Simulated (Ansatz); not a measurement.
The system is Hf.

```
CELL_PARAMETERS angstrom
2.91381 0.00000 0.00000
0.00000 2.91381 0.00000
0.00000 0.00000 2.91381
ATOMIC_POSITIONS crystal
Hf 0.50000 0.50000 0.50000
```

The cell was built by a generator and needn't be a form met in nature.

* Program: Ansatz 0.2.0
* Task: relaxation of cell and atoms
* Functional: HSE03
* Potentials or basis: Ansatz PAW
* Cutoff: 420 eV (not typed: the program's choice for these potentials)
* k mesh: 5 × 5 × 5
* Occupations: fermi-dirac, width 0.05 eV
* Spin: no spin polarisation

At the start: volume 24.74 Å³/atom.

Question: How do energy, volume and symmetry change on relaxing?

Answer: It ends after 3 steps and the volume is 25.20 Å³/atom (+1.9 %); space group Pm-3m (No. 221, to 0.05 Å).

The path:
| step | energy change (eV) | largest force (eV/Å) | volume (Å³) |
| --- | --- | --- | --- |
| 1 | 0.0000 | 0.0000 | 24.74 |
| 2 | -0.0020 | 0.0000 | 25.20 |
| 3 | -0.0022 | 0.0000 | 25.20 |

Final structure:
```
Hf
1.0
     2.93174    0.00000    0.00000
     0.00000    2.93174    0.00000
     0.00000    0.00000    2.93174
Hf
1
Cartesian
  1.4659 1.4659 1.4659
```

Caveat: the k mesh is coarse (spacing up to 0.43 Å⁻¹), so the values aren't converged, least of all with exact exchange; the plane-wave basis is chosen anew once the cell has moved, so the energies of steps on either side of that aren't comparable; the PAW data sets come from PBE, with cores solved anew for the run's functional, which leaves a small shift of forces and pressure.
